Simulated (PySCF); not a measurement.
**C⁺: basis, grid and Hamiltonian**

Aim: see how much the energy and properties of C⁺ depend on the numerical set-up.

Method: each script names its method and basis; program: PySCF 2.14.0.

### 1 The atom

C⁺: 1 atom, charge 1, spin multiplicity 2.

### 2 Base script

input.py reads:

```python
from pyscf import gto, scf, mp

mol = gto.M(
    atom='C 0 0 0',
    basis='def2-tzvp',
    charge=1,
    spin=1,
    verbose=3,
)
mf = scf.UHF(mol)
mf.kernel()
mp.MP2(mf).kernel()
mf.dip_moment()
print('orbital energies (hartree):', [e[max(0, n-3):n+3].round(4) for e, n in zip(mf.mo_energy, mol.nelec)])
```

Started as:

```console
> python input.py
```

The log of this run is left out.

In short: E(SCF) = -37.295541 Eh, E(MP2) − E(SCF) = -0.06568 Eh, ⟨S²⟩ = 0.757.

### 3 6-31g

Edit 1 changes basis set: def2-tzvp → 6-31g.

input.py reads:

```python
from pyscf import gto, scf, mp

mol = gto.M(
    atom='C 0 0 0',
    basis='6-31g',
    charge=1,
    spin=1,
    verbose=3,
)
mf = scf.UHF(mol)
mf.kernel()
mp.MP2(mf).kernel()
mf.dip_moment()
print('orbital energies (hartree):', [e[max(0, n-3):n+3].round(4) for e, n in zip(mf.mo_energy, mol.nelec)])
```

Started as:

```console
> python input.py
```

### 4 Cc-pvdz

Edit 2 changes basis set: def2-tzvp → cc-pvdz.

input.py: that of step 2 with these lines changed.

```diff
@@ -4,3 +4,3 @@
     atom='C 0 0 0',
-    basis='def2-tzvp',
+    basis='cc-pvdz',
     charge=1,
```

### 5 Density fitting auto

Edit 3 changes density fitting: none → auto.

input.py: that of step 2 with these lines changed.

```diff
@@ -10,2 +10,3 @@
 mf = scf.UHF(mol)
+mf = mf.density_fit()
 mf.kernel()
```

### 6 Cartesian functions on

Edit 4 changes Cartesian functions: off → on.

input.py: that of step 2 with these lines changed.

```diff
@@ -7,2 +7,3 @@
     spin=1,
+    cart=True,
     verbose=3,
```

### 7 X2c-tzvpall (X2C on)

Edit 5 changes basis set: def2-tzvp → x2c-tzvpall; spin-free X2C: off → on.

input.py: that of step 2 with these lines changed.

```diff
@@ -4,3 +4,3 @@
     atom='C 0 0 0',
-    basis='def2-tzvp',
+    basis='x2c-tzvpall',
     charge=1,
@@ -10,2 +10,3 @@
 mf = scf.UHF(mol)
+mf = mf.sfx2c1e()
 mf.kernel()
```

### 8 Aug-cc-pvtz

Edit 6 changes basis set: def2-tzvp → aug-cc-pvtz.

input.py: that of step 2 with these lines changed.

```diff
@@ -4,3 +4,3 @@
     atom='C 0 0 0',
-    basis='def2-tzvp',
+    basis='aug-cc-pvtz',
     charge=1,
```

Q: Predict the outcome of this session. Wanted: for each run, E(SCF); from base; gap, α spin; after the SCF.

**Answer**, as computed:

```
                   run  E(SCF) (hartree)  from base (eV)  gap, α spin (eV)  functions              after the SCF
                  base        -37.295541               0             15.02         31  MP2 correlation -1.787 eV
                 6-31g        -37.283342         +0.3319             14.71          9  MP2 correlation -0.734 eV
               cc-pvdz        -37.289528         +0.1636             14.94         14  MP2 correlation -1.159 eV
  density fitting auto        -37.295541          0.0000             15.02         31  MP2 correlation -1.784 eV
Cartesian functions on        -37.295625         -0.0023             15.02        n/a  MP2 correlation -1.864 eV
  x2c-tzvpall (X2C on)        -37.310666  not comparable             15.02         31  MP2 correlation -1.789 eV
           aug-cc-pvtz        -37.294960         +0.0158             15.00         46  MP2 correlation -1.623 eV
```

In words: With density fitting auto the SCF ends at the base energy. The largest comparable shift of the SCF energy, +0.332 eV, comes with the run “6-31g”. 6-31g (9 functions) gives an energy 0.33 eV higher than def2-tzvp (31). cc-pvdz (14 functions) gives an energy 0.16 eV higher than def2-tzvp (31). aug-cc-pvtz (46 functions) gives an energy 0.02 eV higher than def2-tzvp (31); size alone doesn't order basis sets of different families.
